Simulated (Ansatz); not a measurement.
# Zr3Mn (Pm-3m) in Ansatz: single point with PBEsol

Aim: the single point of Zr3Mn with PBEsol.

All numbers are computed with Ansatz 0.2.0; they aren't measurements. Logs are shortened: lines on timing, memory, paths and dates and some standing lists are left out, and cuts for length are marked.

## 1. The structure

Symmetry: Pm-3m, No. 221, cubic system. Conventional cell: a = 4.373 Å, b = 4.373 Å, c = 4.373 Å, α = 90.00°, β = 90.00°, γ = 90.00°. Zr (site symmetry 4/mmm) has 8 Zr at 3.09 Å and 4 Mn at 3.09 Å as nearest neighbours. Around Mn (site symmetry m-3m) lie 12 Zr at 3.09 Å.

The cell comes from a database or a generator and needn't be the stable form of this composition.

## 2. Single point, PBEsol, collinear spin, ferromagnetic start

Input file input.yaml:

```yaml
crystal:
  lattice:
    - [4.37322, 0.0, 0.0]
    - [0.0, 4.37322, 0.0]
    - [0.0, 0.0, 4.37322]
  atoms:
    - { symbol: Zr, position: [0.5, 0.5, 0.0] }
    - { symbol: Zr, position: [0.5, 0.0, 0.5] }
    - { symbol: Zr, position: [0.0, 0.5, 0.5] }
    - { symbol: Mn, position: [0.0, 0.0, 0.0], spin: 4.0 }
hamiltonian:
  xc: pbesol
  pseudopotentials: { kind: paw }
magnetization:
  spin_polarized: true
kpoints:
  mp_grid: { grid: [6, 6, 6] }
scf:
  occupations: { method: gaussian, width: 0.1 }
output:
  forces: true
  stress: true
  eigenvalues: true
```

Potentials or basis: Ansatz PAW.

Started as:

```sh
$ ansatz run input.yaml --threads 2 --pin off --max-ram 5632MiB --backend cpu --events-out ev --progress --plain --runs-dir out
```

Standard output:

```text
Warning: RAYON_NUM_THREADS=2 ignored (pool sized by the plan → 2); use --threads N
Engine: ansatz 0.2.0, aarch64-unknown-linux-gnu
Pseudopotentials: kind: paw
Pseudopotential: Zr, paw, valence charge 12, recommended cutoff 420 eV (normal), Zr.paw.azcp
Pseudopotential: Mn, paw, valence charge 15, recommended cutoff 420 eV (normal), Mn.paw.azcp
Functional definition: PBEsol
  exchange = pbesol_x
  correlation = pbesol_c
Crystal: 4 atoms, lattice volume = 83.638 Å³
Basis set: ecut = 420 eV, 1647 PW (Γ), exchange–correlation on 60×60×60 points (8 copies of the dense FFT grid, shifted against one another)
Bands: 33, of which v1, the nominal top of the filled ones, is band 26 counted from 1 (25 counted from 0)
Symmetry: 48 space group operations
Space group: Pm-3m (ITA 221), of the structure as read, at distance tolerance 4.4e-5 Å
Magnetic group: BNS 221.92 (UNI 1594), of the structure as read, at distance tolerance 4.4e-5 Å
k-points: 20 of 216
Non-local potential: Zr, projectors of the file, l = 0: 3, l = 1: 2, l = 2: 2, l = 3: 2
Non-local potential: Mn, projectors of the file, l = 0: 3, l = 1: 2, l = 2: 3, l = 3: 1
PAW form: soft (Blöchl's): semilocal exchange-correlation on the pseudo side does not see the compensation charge
PAW frozen core: Zr, regenerated for the run's functional, and the local potential with it (the file was generated under x = pbe(κ = 0.804, μ = 0.2195149727645171), c = pbe(β = 0.06672455060314922))
PAW frozen core: Mn, regenerated for the run's functional, and the local potential with it (the file was generated under x = pbe(κ = 0.804, μ = 0.2195149727645171), c = pbe(β = 0.06672455060314922))
PAW one-centre angular grid: Zr, 590 points (default); XC on 64 Gauss nodes
PAW one-centre angular grid: Mn, 590 points (default); XC on 64 Gauss nodes
Initial density: superposition of atomic densities (chi_scale 0.1, normalization cell)
Starting moments: Σ|m| = 4 μB on 1 of 4 sites
Initial wavefunctions: pseudopotential atomic-orbital guess
Functional: x = pbesol(κ = 0.804, μ = 0.12345679012345678), c = pbesol(β = 0.046)
iter 1 solved again at ethr=2.83e-3 eV; its pass at ethr=3.10e-3 eV (dr2=1.44e0 eV) is discarded
SCF iter   1: F=—  HF=-16254.314403 eV  |F-HF|=—  |Δ(HF+E_count)|=         —  Δρ=3.06e-2 (↑3.06e-2 ↓1.26e-2)  dr2=1.45e0  dr2_m=1.26e-1  M=3.652 μB ∫|m|=3.967 μB  β_m=0.30  ethr=2.83e-3  ⟨swp⟩=1.0  Hψ=5764  notcnv=0
Mixer restart at iter 1: flushing history
preconditioner: auto → Kerker (q_TF=auto, 2.512 Å⁻¹)  [metal: Δε(μ)=0.002 eV  Ē_g=3.435 eV  σ=0.100 eV  W_gap=0.01  n_scr=26 (ndim 8)  ℏωp=17.7 eV  f_vac=0.000  D(μ)=6.96/eV (n_scr^D=80)]
spin=Collinear: Kerker preconditioning applied to the charge; magnetization (m = ρ↑ − ρ↓) channel mixes plain (no charge-response kernel on spin).
SCF iter   2: F=—  HF=-16253.865089 eV  |F-HF|=—  |Δ(HF+E_count)|=   4.49e-1  Δρ=1.18e-2 (↑1.18e-2 ↓9.78e-3)  dr2=4.66e-1  dr2_m=6.40e-3  M=3.737 μB ∫|m|=4.077 μB  β_m=0.38  ethr=2.83e-3  ⟨swp⟩=2.1  Hψ=1864  notcnv=0
SCF iter   3: F=—  HF=-16253.824868 eV  |F-HF|=—  |Δ(HF+E_count)|=   4.02e-2  Δρ=6.98e-3 (↑6.98e-3 ↓6.94e-3)  dr2=1.81e-1  dr2_m=4.09e-3  M=3.668 μB ∫|m|=4.071 μB  β_m=0.63  ethr=9.13e-4  ⟨swp⟩=2.0  Hψ=1770  notcnv=0  defer=23
SCF iter   4: F=—  HF=-16253.897985 eV  |F-HF|=—  |Δ(HF+E_count)|=   7.31e-2  Δρ=4.56e-3 (↑2.78e-3 ↓4.56e-3)  dr2=2.04e-2  dr2_m=8.35e-3  M=3.441 μB ∫|m|=4.029 μB  β_m=0.81  ethr=3.55e-4  ⟨swp⟩=2.6  Hψ=2407  notcnv=0  defer=31
SCF iter   5: F=—  HF=-16253.896183 eV  |F-HF|=—  |Δ(HF+E_count)|=   1.80e-3  Δρ=2.73e-3 (↑2.73e-3 ↓1.02e-3)  dr2=8.69e-3  dr2_m=6.20e-4  M=3.316 μB ∫|m|=4.033 μB  β_m=0.91  ethr=4.01e-5  ⟨swp⟩=2.0  Hψ=2028  notcnv=0  defer=33
SCF iter   6: F=—  HF=-16253.897197 eV  |F-HF|=—  |Δ(HF+E_count)|=   1.01e-3  Δρ=5.21e-4 (↑5.21e-4 ↓2.97e-4)  dr2=5.02e-4  dr2_m=2.15e-5  M=3.328 μB ∫|m|=4.051 μB  β_m=0.95  ethr=1.70e-5  ⟨swp⟩=2.0  Hψ=1826  notcnv=0  defer=35
SCF iter   7: F=—  HF=-16253.897414 eV  |F-HF|=—  |Δ(HF+E_count)|=   2.17e-4  Δρ=1.94e-4 (↑1.94e-4 ↓8.11e-5)  dr2=3.39e-5  dr2_m=9.19e-6  M=3.325 μB ∫|m|=4.058 μB  β_m=0.98  ethr=9.84e-7  ⟨swp⟩=2.0  Hψ=1658  notcnv=0  defer=35
SCF iter   8: F=—  HF=-16253.897421 eV  |F-HF|=—  |Δ(HF+E_count)|=   6.80e-6  Δρ=5.59e-5 (↑3.20e-5 ↓5.59e-5)  dr2=3.69e-6  dr2_m=8.68e-7  M=3.319 μB ∫|m|=4.062 μB  β_m=0.99  ethr=6.65e-8  ⟨swp⟩=2.0  Hψ=2174  notcnv=0  defer=36
SCF iter   9: F=—  HF=-16253.897422 eV  |F-HF|=—  |Δ(HF+E_count)|=   1.51e-6  Δρ=1.43e-5 (↑1.43e-5 ↓1.42e-5)  dr2=4.08e-7  dr2_m=6.97e-8  M=3.315 μB ∫|m|=4.063 μB  β_m=0.99  ethr=7.23e-9  ⟨swp⟩=2.0  Hψ=1700  notcnv=0  defer=36
SCF iter  10: F=—  HF=-16253.897423 eV  |F-HF|=—  |Δ(HF+E_count)|=   1.45e-7  Δρ=6.54e-6 (↑6.54e-6 ↓4.82e-6)  dr2=1.00e-7  dr2_m=6.94e-9  M=3.314 μB ∫|m|=4.064 μB  β_m=1.00  ethr=8.00e-10  ⟨swp⟩=2.0  Hψ=2249  notcnv=0  defer=36
SCF iter  11: F=—  HF=-16253.897423 eV  |F-HF|=—  |Δ(HF+E_count)|=   1.45e-8  Δρ=2.44e-6 (↑2.44e-6 ↓1.90e-6)  dr2=1.09e-8  dr2_m=1.36e-9  M=3.314 μB ∫|m|=4.064 μB  β_m=1.00  ethr=1.96e-10  ⟨swp⟩=2.0  Hψ=1557  notcnv=0  defer=36
SCF iter  12: F=-16253.897423 eV  HF=-16253.897423 eV  |F-HF|=3.14e-9  |Δ(HF+E_count)|=   3.76e-9  Δρ=1.07e-6 (↑8.66e-7 ↓1.07e-6)  dr2=3.42e-9  dr2_m=1.21e-10  M=3.314 μB ∫|m|=4.064 μB  ethr=2.14e-11  ⟨swp⟩=4.8  Hψ=3765  notcnv=0
SCF 1 converged in 12 iterations: F = -16253.897423 eV  dr2 = 3.42e-9
SCF converged after 12 iterations
Magnetization: 3.3138 μB (27.1569 up, 23.8431 down)
Absolute magnetization: 4.0641 μB (∫|ρ↑−ρ↓|, with the PAW one-centre terms)
Spin contamination: 0.6319 ħ² per cell (⟨S²⟩ above its minimum at these occupations)
Per-site moments (μB) at R_I (Å): [(-0.07681408283690672, 1.2755875760185111), (-0.07681408283690679, 1.2755875760185111), (-0.07681408283690672, 1.2755875760185111), (3.562692670334612, 1.2755875760185111)]
Free energy (F): -16253.897423 eV
Harris-Foulkes:  -16253.897423 eV  (|F-HF|=3.14e-9)
Internal energy: -16253.863956 eV  (E = F + TS)
E sigma→0 (E₀):  -16253.880689 eV
Entropy (-TS):   -0.033467 eV (-8.367 meV/atom)
Fermi energy:    13.977292 eV
--- Per-component energies (eV) ---
  E_band       = -532.516859
  E_kinetic    = 1299.257841
  E_local      = -4032.036659  (includes V_loc(G=0)·N_el)
  E_nonlocal   = 494.063370
  E_hartree    = 1482.489983
  E_xc         = -592.079975
  E_vxc        = -713.266890  (∫ρ·V_xc dr)
  E_paw        = -9972.913502  (= ΣΔE_a)
  E_vpaw       = -545.511379  (= ΣTr[D̂ρ^β])
  E_aug_tail   = 0.000060  (compensation charges beyond the density's cutoff)
  E_ewald      = -4933.311885
  E_core_change = 0.666812  (= ΣΔE_core)
  E_smearing   = -0.033467  (= −TS)
  E_closure    = 0.000000  (closes the sum)
  Σ components = -16253.897423   (vs F -16253.897423, Δ=0.00e0)
--- Forces (eV/Å), atoms counted from 1 ---
  atom   1  Zr     0.00000000    -0.00000000     0.00000000
  atom   2  Zr     0.00000000    -0.00000000     0.00000000
  atom   3  Zr     0.00000000     0.00000000     0.00000000
  atom   4  Mn    -0.00000000     0.00000000     0.00000000
  max |Σ_I F_I| component: 7.42e-29 eV/Å
--- Stress (GPa, compression-positive) ---
       -4.406071       0.000000       0.000000
        0.000000      -4.406071       0.000000
       -0.000000      -0.000000      -4.406071
  P = ⅓ Tr σ = -4.4061 GPa (-44.061 kbar)
--- Band table (eV; the first three rows and the last of 40) ---
  k-point 0 ↑: bands = ["-66.6278", "-35.4774", "-35.4774", "-35.4774", "-34.4749", "-34.2593", "-34.2593", "-12.9047", "-12.9047", "-12.9047", "-12.3314", "-12.3314", "-12.3314", "-12.0265", "-12.0265", "-12.0265", "7.9501", "10.4000", "10.5567", "10.5567", "11.0182", "11.0182", "11.0182", "13.3769", "13.3769", "13.3769", "14.1256", "14.1256", "16.5642", "16.5642", "16.5642", "17.2487", "17.2487"]
  k-point 1 ↑: bands = ["-66.6278", "-35.4780", "-35.4773", "-35.4773", "-34.4618", "-34.2719", "-34.2591", "-12.8725", "-12.8725", "-12.8546", "-12.3442", "-12.3442", "-12.3373", "-12.0947", "-12.0503", "-12.0503", "8.2490", "10.5960", "10.7016", "10.7148", "11.1038", "11.1509", "11.1509", "13.2998", "13.4363", "13.4363", "13.7299", "14.2570", "15.6961", "15.6961", "16.1600", "17.0650", "17.8583"]
  k-point 2 ↑: bands = ["-66.6278", "-35.4793", "-35.4773", "-35.4773", "-34.4280", "-34.3047", "-34.2587", "-12.7947", "-12.7947", "-12.7124", "-12.3851", "-12.3851", "-12.3490", "-12.2730", "-12.0963", "-12.0963", "9.0673", "10.7097", "11.0452", "11.3048", "11.3216", "11.4845", "11.4845", "12.7322", "13.1097", "13.4034", "13.4034", "14.6888", "15.1009", "15.1009", "15.6217", "16.7293", "16.7399"]
  k-point 19 ↓: bands = ["-63.0095", "-34.3706", "-34.3706", "-34.3706", "-31.9204", "-31.9204", "-31.9204", "-13.2567", "-12.8826", "-12.8826", "-12.8826", "-12.0984", "-12.0984", "-12.0984", "-12.0863", "-12.0863", "10.3872", "11.3486", "11.3486", "11.3486", "14.6774", "14.6774", "14.6774", "14.7165", "14.7165", "14.7949", "14.7949", "14.7949", "14.8095", "14.8095", "14.8095", "15.6464", "17.6372"]
```

Run time: 5.7 s. Hardware: 2 threads of Arm Neoverse V1, shared host; peak memory 0.43 GiB.

What came out:

```
Free energy            : -16253.8974 eV
Pressure               : -4.4 GPa
Band gap on the k mesh : none (metal or under the smearing width)
Net moment             : 3.31 μB per cell
Absolute moment        : 4.06 μB per cell
Site moments           : Zr -0.08; Mn +3.56 μB
```

Levels at points of the mesh, in eV from the Fermi level:
Spin up:
```csv
k point,band 24,band 25,band 26,band 27,band 28,band 29,band 30,band 31
"(0.00, 0.00, 0.00)",-0.60,-0.60,-0.60,0.15,0.15,2.59,2.59,2.59
"(0.00, 0.00, -0.50)",-1.94,-0.99,-0.76,-0.76,1.15,1.15,1.17,1.48
"(0.00, -0.50, -0.50)",-1.99,-1.08,-0.88,-0.26,-0.21,-0.21,1.38,1.38
"(-0.50, -0.50, -0.50)",-0.98,-0.98,0.62,0.62,0.62,0.98,0.98,0.98
```
Spin down:
| k point | band 22 | band 23 | band 24 | band 25 | band 26 | band 27 |
| --- | --- | --- | --- | --- | --- | --- |
| (0.00, 0.00, 0.00) | -1.99 | -1.99 | 0.87 | 0.87 | 0.87 | 2.29 |
| (0.00, 0.00, -0.50) | -0.66 | -0.66 | -0.45 | -0.05 | -0.05 | 0.94 |
| (0.00, -0.50, -0.50) | -0.31 | -0.30 | -0.30 | -0.08 | -0.08 | -0.07 |
| (-0.50, -0.50, -0.50) | 0.70 | 0.70 | 0.74 | 0.74 | 0.82 | 0.82 |

Caveat: the PAW data sets come from PBE, with cores solved anew for the run's functional, which leaves a small shift of forces and pressure.
